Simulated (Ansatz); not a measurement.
# ScTeAs3: the cost of one run

Computed with Ansatz 0.2.0 (DFT PBE, scalar-relativistic, plane waves, PAW, unless a step's input says otherwise).

### Step 1. The starting structure

It takes space group Pm-3m (No. 221, cubic). Conventional cell: a = 4.942 Å, b = 4.942 Å, c = 4.942 Å, α = 90.00°, β = 90.00°, γ = 90.00°. Around Sc (site symmetry m-3m) lie 6 As at 2.47 Å. Around Te (site symmetry m-3m) lie 12 As at 3.49 Å. As (site symmetry 4/mmm) has 2 Sc at 2.47 Å as nearest neighbours.

As a file:

```
Sc Te As
1.0
     4.94169    0.00000    0.00000
     0.00000    4.94169    0.00000
     0.00000    0.00000    4.94169
Sc Te As
1 1 3
Cartesian
  2.4708 2.4708 2.4708
  0.0000 0.0000 0.0000
  0.0000 2.4708 2.4708
  2.4708 0.0000 2.4708
  2.4708 2.4708 0.0000
```

Recipe of the guess: species swapped into a database cell of Sc3TlB (Pm-3m, No. 221), with As on the Sc sites, Te on the Tl sites and Sc on the B sites. Lengths come from tabulated atomic sizes and are only a guess.

### Step 2. A first look at the guess

input.yaml

```yaml
crystal:
  lattice:
    - [4.94168745, 0.0, 0.0]
    - [0.0, 4.94168745, 0.0]
    - [0.0, 0.0, 4.94168745]
  atoms:
    - { symbol: Sc, position: [0.5, 0.5, 0.5] }
    - { symbol: Te, position: [0.0, 0.0, 0.0] }
    - { symbol: As, position: [0.0, 0.5, 0.5] }
    - { symbol: As, position: [0.5, 0.0, 0.5] }
    - { symbol: As, position: [0.5, 0.5, 0.0] }
basis:
  ecutwfc: 420
kpoints:
  mp_grid: { grid: [4, 4, 4] }
hamiltonian:
  xc: pbe
scf:
  occupations: { method: gaussian, width: 0.1 }
  lower_state_search: "off"
output:
  forces: true
  stress: true
  eigenvalues: true
```

Command:

```
$ ansatz run input.yaml --threads 1 --pin off --max-ram 2560MiB --backend cpu --events-out ev --progress --plain --runs-dir out
```

**Question.** How long does this run take on 1 thread of Intel Xeon at 2.50GHz (Skylake/Cascade Lake), shared host, and how much memory does it need?

About 8.2 s, with a peak of 0.43 GiB.
